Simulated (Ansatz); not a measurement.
AlSn:

```xyz
2
Lattice="4.1981 0.0000 0.0000 -2.0991 3.6357 0.0000 0.0000 0.0000 3.3068" Properties=species:S:1:pos:R:3 pbc="T T T"
Sn    0.0000    2.4238    1.6534
Al    0.0000    0.0000    0.0000
```

The cell comes from a database or a generator and needn't be the stable form of this composition.

A run of Ansatz 0.2.0 on this cell left the log below. Logs are shortened: lines on timing, memory, paths and dates and some standing lists are left out, and cuts for length are marked.

```text
Warning: RAYON_NUM_THREADS=2 ignored (pool sized by the plan → 2); use --threads N
Engine: ansatz 0.2.0, x86_64-unknown-linux-gnu
Pseudopotentials: kind: paw
Pseudopotential: Sn, paw, valence charge 14, recommended cutoff 420 eV (normal), Sn.paw.azcp
Pseudopotential: Al, paw, valence charge 3, recommended cutoff 420 eV (normal), Al.paw.azcp
Functional definition: PBE
  parameter kappa = 0.804
  parameter beta = 0.06672455060314922
  exchange = pbe_x(kappa = kappa, mu = beta*pi^2/3)
  correlation = pbe_c(beta = beta)
Crystal: 2 atoms, lattice volume = 50.472 Å³
Basis set: ecut = 420 eV, 953 PW (Γ), exchange–correlation on 60×60×48 points (8 copies of the dense FFT grid, shifted against one another)
Bands: 13, of which v1, the nominal top of the filled ones, is band 9 counted from 1 (8 counted from 0)
Symmetry: 12 space group operations
k-points: 35 of 288 (time reversal used)
Non-local potential: Sn, projectors of the file, l = 0: 2, l = 1: 2, l = 2: 2, l = 3: 2
Non-local potential: Al, projectors of the file, l = 0: 2, l = 1: 2, l = 2: 1
PAW form: soft (Blöchl's): semilocal exchange-correlation on the pseudo side does not see the compensation charge
PAW one-centre angular grid: Sn, 590 points (default); XC on 64 Gauss nodes
PAW one-centre angular grid: Al, 110 points (default); XC on 64 Gauss nodes
Initial density: superposition of atomic densities (neutral atoms: chi_scale 0, normalization atom), corrected by the library's trained network
Initial wavefunctions: pseudopotential atomic-orbital guess
Functional: x = pbe(κ = 0.804, μ = 0.2195149727645171), c = pbe(β = 0.06672455060314922)
SCF iter   1: F=—  HF=-6561.318537 eV  |F-HF|=—  |Δ(HF+E_count)|=         —  Δρ=2.24e-3  dr2=3.61e-3  ethr=1.77e-3  ⟨swp⟩=5.9  Hψ=2914  notcnv=0
preconditioner: auto → none  [insulator: Δε(μ)=0.157 eV  Ē_g=18.309 eV  σ=0.050 eV  W_gap=0.65  n_scr=8 (ndim 8)  ℏωp=21.6 eV  f_vac=0.000  D(μ)=0.51/eV (n_scr^D=0)  ε∞_Penn≈2.4]
SCF iter   2: F=—  HF=-6561.317125 eV  |F-HF|=—  |Δ(HF+E_count)|=   1.41e-3  Δρ=8.21e-4  dr2=3.89e-4  ethr=2.12e-5  ⟨swp⟩=2.4  Hψ=1036  notcnv=0  defer=1
[... 20 lines left out ...]
Harris-Foulkes:  -6561.317151 eV  (|F-HF|=3.64e-12)
Internal energy: -6561.312097 eV  (E = F + TS)
E sigma→0 (E₀):  -6561.314624 eV
Entropy (-TS):   -0.005054 eV (-2.527 meV/atom)
Fermi energy:    7.823102 eV
--- Per-component energies (eV) ---
  E_band       = -108.627110
  E_kinetic    = 207.354231
  E_local      = -1142.048405  (includes V_loc(G=0)·N_el)
  E_nonlocal   = -21.505551
  E_hartree    = 665.226557
  E_xc         = -421.099304
  E_vxc        = -123.461349  (∫ρ·V_xc dr)
  E_paw        = -4603.890554  (= ΣΔE_a)
  E_vpaw       = -359.419127  (= ΣTr[D̂ρ^β])
  E_aug_tail   = -0.000003  (compensation charges beyond the density's cutoff)
  E_ewald      = -1245.349068
  E_smearing   = -0.005054  (= −TS)
  E_closure    = 0.000000  (closes the sum)
  Σ components = -6561.317151   (vs F -6561.317151, Δ=0.00e0)
--- Band table (eV; the first three rows and the last of 35) ---
  k-point 0: bands = ["-13.5019", "-13.3986", "-13.3986", "-13.3772", "-13.3772", "-2.5575", "7.6719", "7.6719", "8.5937", "10.4985", "11.0196", "11.0196", "13.0697"]
  k-point 1: bands = ["-13.4762", "-13.3975", "-13.3975", "-13.3866", "-13.3866", "-2.3386", "7.9010", "7.9010", "8.0795", "9.1271", "11.1929", "11.1929", "14.0404"]
  k-point 2: bands = ["-13.4139", "-13.4095", "-13.4095", "-13.3945", "-13.3945", "-1.6820", "5.5439", "8.5713", "8.5713", "9.5380", "11.6707", "11.6707", "14.5074"]
  k-point 34: bands = ["-13.4518", "-13.4490", "-13.3833", "-13.3788", "-13.3124", "2.5098", "4.2835", "4.8020", "5.3052", "7.0216", "8.0809", "15.5616", "15.9571"]
--- Phonons (Γ-DFPT): 4 representative perturbations + reference (Σ response iterations 12) ---
  ASR residual: 6.916e-5 → 0.000e0 eV/Å²; symmetrization residual: 7.287e-6 eV/Å²
  ASR residual per site (eV/Å²): 6.92e-5 1.97e-5
  Γ frequencies (cm⁻¹): 0.00 0.00 0.00 159.10 211.99 211.99
--- Phonons (arbitrary-q DFPT): 4 irreducible q on the 2×2×2 mesh ---
  q = [0.0000, 0.0000, 0.0000] (star 1, of the zone-centre solve; hermiticity 4.01e-6, symmetrization 4.69e-11): -0.00 -0.00 0.00 159.10 211.99 211.99
  q = [0.0000, 0.0000, -0.5000] (star 1, 4 solved perturbations in 200 linear systems a pass and spin channel, the states on 65 of 288 k-point pairs; hermiticity 5.93e-9, symmetrization 2.96e-9): 89.42 89.42 119.04 161.34 187.98 187.98
  q = [0.0000, -0.5000, 0.0000] (star 3, 6 solved perturbations on 65 of 288 k-point pairs; hermiticity 2.55e-6, symmetrization 2.98e-10): 4.08 26.29 96.29 116.28 213.64 218.20
  q = [0.0000, -0.5000, -0.5000] (star 3, 6 solved perturbations on 65 of 288 k-point pairs; hermiticity 1.22e-6, symmetrization 2.20e-10): -25.40 74.80 94.78 186.16 192.22 218.92
  sum rule: each row above includes the acoustic sum rule's correction from the zone centre's row sums; it moved no ω² by more than (0.45 cm⁻¹)²
  mesh force constants: q→R imaginary residual 4.90e-17; ASR residual 6.916e-5 → 0.000e0 eV/Å²; symmetrization residual 2.220e-15 eV/Å²
  interpolated dispersion: 75 rows × 6 modes
  density of states and harmonic sums: on the 18×18×20 q-mesh, interpolated from the force constants of a 2×2×2 supercell (no non-analytic term)
  largest difference from the sums on the solved wave vectors: F 7.20e-2 eV, S 1.12e-4 and C_V 4.00e-5 eV/K
  zero-point energy: 0.045716 eV/cell   skipped modes (ω ≤ 0): 128, of them read as no rigid motion or as one in doubt: 125 (2.850e-1 modes/cell left out, lowest -36.31 cm⁻¹)   left out of the sums: 4.76e-2 of the cell's modes: C_V's classical limit lies that fraction below 3 k_B per atom; for a crystal, a wire or a layer, F and S can be off by more, and a phonons.interpolated_qmesh denser along its periods is the remedy for the sampling
```

Problem. What input gives this log?

Solution. Phonons with PBE, no spin polarisation. The files as run (others can give the same):

input.yaml
```yaml
crystal:
  lattice:
    - [4.1981056157, 0.0, 0.0]
    - [-2.0990528078, 3.6356661109, 0.0]
    - [0.0, 0.0, 3.306847]
  atoms:
    - { symbol: Sn, position: [0.3333333333, 0.6666666667, 0.5] }
    - { symbol: Al, position: [0.0, 0.0, 0.0] }
hamiltonian:
  xc: pbe
  pseudopotentials: { kind: paw }
kpoints:
  mp_grid: { grid: [6, 6, 8] }
scf:
  occupations: { method: fermi_dirac, width: 0.05 }
phonons:
  method: dfpt
  qmesh: [2, 2, 2]
  temperatures: { t_max: 1000, t_step: 100 }
  qpath:
    path:
      - [[0.0, 0.0, 0.0], [0.5, 0.0, 0.0], [0.3333333333, 0.3333333333, 0.0], [0.0, 0.0, 0.0], [0.0, 0.0, 0.5], [0.5, 0.0, 0.5], [0.3333333333, 0.3333333333, 0.5], [0.0, 0.0, 0.5]]
      - [[0.5, 0.0, 0.5], [0.5, 0.0, 0.0]]
      - [[0.3333333333, 0.3333333333, 0.0], [0.3333333333, 0.3333333333, 0.5]]
    npoints: 8
```

Potentials or basis: Ansatz PAW.
Command:
```sh
$ ansatz run input.yaml --threads 2 --pin off --max-ram 5632MiB --backend cpu --events-out ev --progress --plain --runs-dir out
```

Caveat: some modes are imaginary; the q mesh is small, so phonon branches between its points and thermal values are rough.
